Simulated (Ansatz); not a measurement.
# GeP2H (sextet): the correlation ladder, cc-pVDZ

How much of the correlation energy of GeP2H (sextet) does each wave-function method recover here?

Program: Ansatz 0.2.0, Gaussian basis. Level of theory: cc-pVDZ, core rule «outside noble gas», up to 24 orbitals frozen. These are calculated values, not measurements.

Plan: UHF; CCSD(T) on ROHF; CCSD(T) on UHF; BCCD(T) on ROHF; CISD; CCSDT(Q) on ROHF; CCSDT(Q) on UHF.

32 further runs of the same task are left out: 5 for a known fault of the program, 11 that didn't finish, 16 set aside as unsound or not needed.

## Step 1: What is computed

The geometry is a PBE0/def2-TZVP stationary point (not a proven minimum) of the parent state, kept for this charge and spin. No spin-orbit coupling is included. The filled d shell of Ge may be among the frozen orbitals whatever the setting's name suggests; the logs give the count.

4 atoms, charge 0, spin multiplicity 6.

Atoms are counted from 1 here; the program's logs count them from 0.

Bond lengths: Ge1–P2 2.250 Å, P2–P3 2.070 Å, P2–H4 1.417 Å. Angles: Ge1–P2–P3 136.7°, Ge1–P2–H4 118.0°, P3–P2–H4 105.3°.

## Step 2: UHF

Input file in.yaml:

```yaml
crystal:
  periodic: [false, false, false]
  atoms:
    - {symbol: Ge, position_ang: [0.000000, -0.119118, 1.424328]}
    - {symbol: P, position_ang: [0.000000, 0.557898, -0.721905]}
    - {symbol: P, position_ang: [0.000000, -0.342056, -2.586585]}
    - {symbol: H, position_ang: [0.000000, 1.951740, -0.979040]}
basis:
  gaussian: {orbitals: cc-pVDZ}
magnetization: {spin_polarized: true, initial_magnetization: 5}
hamiltonian: {xc: hf}
output: {orbitals: {seedname: orbitals}}
```

Run with:

```
ansatz run in.yaml --threads 1 --pin off --events-out ev --progress --plain --max-ram 2393MiB
```

The runs that follow: CCSD(T) on ROHF; CCSD(T) on UHF; BCCD(T) on ROHF; CISD; CCSDT(Q) on ROHF; CCSDT(Q) on UHF.

Q: Predict the results of all the runs planned. Wanted: UCCSDT(Q) below the RHF energy; RMP2 from UCCSDT(Q); UMP2 from UCCSDT(Q); RCCSD from UCCSDT(Q); RCCSD(T) from UCCSDT(Q); UCCSD(T) from UCCSDT(Q); RCCSDT(Q) from UCCSDT(Q); T1 diagnostic.

**Answer**, as computed:

```
                         quantity                      value
   UCCSDT(Q) below the RHF energy                 -8.1079 eV
              RMP2 from UCCSDT(Q)                +1549.8 meV
              UMP2 from UCCSDT(Q)                +1645.9 meV
             RCCSD from UCCSDT(Q)                 +324.0 meV
          RCCSD(T) from UCCSDT(Q)                  +71.7 meV
          UCCSD(T) from UCCSDT(Q)                  +65.6 meV
         RCCSDT(Q) from UCCSDT(Q)                   +8.4 meV
levels within 1 kcal/mol (43 meV)  RCCSDT, UCCSDT, RCCSDT(Q)
                    T1 diagnostic                      0.024
```

**Reading.** RCCSD(T) lands +71.7 meV from the yardstick (0.9 % of the correlation energy). These misses are within one basis, not against nature; the frozen cores of restricted and unrestricted runs differ, which can shift their rows.
